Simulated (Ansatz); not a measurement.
# SiGeHCl+ (quartet): the correlation ladder, cc-pVDZ

An exercise on one series of results from a longer session: the logs are not shown, and one member is left open.

Method: cc-pVDZ, core rule «outside noble gas», up to 24 orbitals frozen; program: Ansatz 0.2.0, Gaussian basis.

The runs, in order: UHF; CCSD(T) on ROHF; CCSD(T) on UHF; BCCD(T) on ROHF; CISD; CCSDT(Q) on ROHF; CCSDT(Q) on UHF.

11 further runs of the same task are left out: 5 that didn't finish, 6 set aside as unsound or not needed.

## The geometry

The geometry is a PBE0/def2-TZVP stationary point (not a proven minimum) of the parent state, kept for this charge and spin. No spin-orbit coupling is included. The filled d shell of Ge may be among the frozen orbitals whatever the setting's name suggests; the logs give the count.

4 atoms, charge 1, spin multiplicity 4.

Atoms are counted from 1 here; the program's logs count them from 0.

Bond lengths: Cl1–Si2 2.069 Å, Si2–Ge3 2.371 Å, Ge3–H4 1.588 Å. Angles: Cl1–Si2–Ge3 112.3°, Si2–Ge3–H4 91.8°.

The first run:

The input, in.yaml:

```yaml
crystal:
  periodic: [false, false, false]
  atoms:
    - {symbol: Cl, position_ang: [0.000000, -0.382311, 2.311758]}
    - {symbol: Si, position_ang: [0.000000, 0.931704, 0.714235]}
    - {symbol: Ge, position_ang: [0.000000, -0.190088, -1.374347]}
    - {symbol: H, position_ang: [0.000000, 1.185259, -2.168645]}
basis:
  gaussian: {orbitals: cc-pVDZ}
total_charge: 1
magnetization: {spin_polarized: true, initial_magnetization: 3}
hamiltonian: {xc: hf}
output: {orbitals: {seedname: orbitals}}
```

The run is started by

```console
$ ansatz run in.yaml --threads 1 --pin off --events-out ev --progress --plain --max-ram 4096MiB --backend cpu
```

Among the steps run: UHF; CCSD(T) on ROHF; CCSD(T) on UHF; BCCD(T) on ROHF; CISD; CCSDT(Q) on ROHF; CCSDT(Q) on UHF.

One of the session's tables, all rows but one given; the rest of the session is left out.

| method | from UCCSDT(Q) (meV) |
| --- | --- |
| ROHF | +8389.7 |
| UHF | ? |
| RMP2 | +1434.9 |
| UMP2 | +1428.8 |
| CISD | +1243.1 |
| RCCSD | +383.6 |
| UCCSD | +367.2 |
| RCCSD(T) | +88.3 |
| UCCSD(T) | +78.4 |
| BCCD(T) | +87.9 |
| RCCSDT | +37.2 |
| UCCSDT | +25.2 |
| RCCSDT(Q) | +16.5 |
| UCCSDT(Q) | 0 |

**Question.** Estimate the row for UHF.

The run gave: from UCCSDT(Q) (meV): +8243.6. In the column «from UCCSDT(Q) (meV)» it lies between RMP2 (+1434.9) and ROHF (+8389.7).

Caveats from the session: Restricted and unrestricted rows rest on different reference determinants; where their highest levels disagree by more than a few hundredths of an eV, they describe different states and don't form one ladder.
